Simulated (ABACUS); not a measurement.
Here is an ABACUS 3.10.1 calculation.

The input INPUT:

```
INPUT_PARAMETERS
suffix              Rh
calculation         scf
basis_type          pw
pseudo_dir          ./
symmetry            1
dft_functional      pbesol
ecutwfc             89
pseudo_rcut         7
nspin               1
nbands              21
ks_solver           dav
smearing_method     fd
smearing_sigma      0.00367493
scf_thr             1e-08
scf_nmax            100
mixing_type         broyden
mixing_beta         0.7
cal_force           1
cal_stress          1
kpar                4
```

File STRU:

```
ATOMIC_SPECIES
Rh 102.9055 Rh.upf

LATTICE_CONSTANT
1.8897261246

LATTICE_VECTORS
2.7309790422 0.0000000000 0.0000000000
-1.3654895211 2.3650972278 0.0000000000
0.0000000000 0.0000000000 4.4284890000

ATOMIC_POSITIONS
Direct

Rh
0.0
2
0.3333333333 0.6666666667 0.2500000000 1 1 1
0.6666666667 0.3333333333 0.7500000000 1 1 1
```

The input KPT:

```
K_POINTS
0
Gamma
11 11 6 0 0 0
```

Potentials or basis: PseudoDojo NC SR 0.4.1 PBEsol standard, plane waves.

The run is started by

```bash
$ OMP_NUM_THREADS=1 mpirun -np 4 abacus > log
```

(1) Predict the pressure.

(2) What does it give for the band gap on the k mesh?

Answers

(1) -13.5 GPa.

(2) none (metal or under the smearing width).
